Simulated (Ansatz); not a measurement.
# TePb3: the cost of one run

Method: DFT PBE+D3(BJ), scalar-relativistic, plane waves, PAW, in Ansatz 0.2.0.

## Step 1: The starting structure

The structure is hexagonal, space group P6_3/mmc (No. 194). Conventional cell: a = 7.067 Å, b = 7.067 Å, c = 5.963 Å, α = 90.00°, β = 90.00°, γ = 120.00°. Te (site symmetry -6m2) is surrounded by 12 Pb at 3.53 to 3.61 Å. Pb (site symmetry mm2) has 8 Pb at 3.52 to 3.62 Å and 4 Te at 3.53 to 3.61 Å as nearest neighbours.

As a file:

```
Te Pb
1.0
     7.06731    0.00000    0.00000
    -3.53365    6.12047    0.00000
     0.00000    0.00000    5.96324
Te Pb
2 6
Cartesian
  3.5337 2.0402 1.4908
  0.0000 4.0803 4.4724
  1.7747 1.0246 4.4724
  5.2926 1.0246 4.4724
  3.5337 4.0712 4.4724
  1.7589 5.0958 1.4908
  -1.7589 5.0958 1.4908
  0.0000 2.0493 1.4908
```

The structure comes from the Materials Project (structure only).

## Step 2: The listed cell as it stands

Contents of input.yaml:

```yaml
crystal:
  lattice:
    - [7.0673074525, 0.0, 0.0]
    - [-3.5336537263, 6.1204677902, 0.0]
    - [0.0, 0.0, 5.963237]
  atoms:
    - { symbol: Te, position: [0.66666667, 0.33333333, 0.25] }
    - { symbol: Te, position: [0.33333333, 0.66666667, 0.75] }
    - { symbol: Pb, position: [0.334823, 0.1674115, 0.75] }
    - { symbol: Pb, position: [0.8325885, 0.1674115, 0.75] }
    - { symbol: Pb, position: [0.8325885, 0.665177, 0.75] }
    - { symbol: Pb, position: [0.665177, 0.8325885, 0.25] }
    - { symbol: Pb, position: [0.1674115, 0.8325885, 0.25] }
    - { symbol: Pb, position: [0.1674115, 0.334823, 0.25] }
basis:
  ecutwfc: 420
kpoints:
  mp_grid: { grid: [6, 6, 6] }
hamiltonian:
  xc: pbe
  dispersion: d3bj
scf:
  occupations: { method: gaussian, width: 0.1 }
output:
  forces: true
  stress: true
  eigenvalues: true
  populations: true
  write_density: true
  write_potential: true
  elf: true
  volumetric_format: npy
```

Run with:

```sh
ansatz run input.yaml --threads 1 --pin off --max-ram 2560MiB --backend cpu --events-out ev --progress --plain --runs-dir out
```

**Question.** How long does this run take on 1 thread of Intel Xeon at 2.50GHz (Skylake/Cascade Lake), shared host, and how much memory does it need?

About 85 s, with a peak of 0.7 GiB.
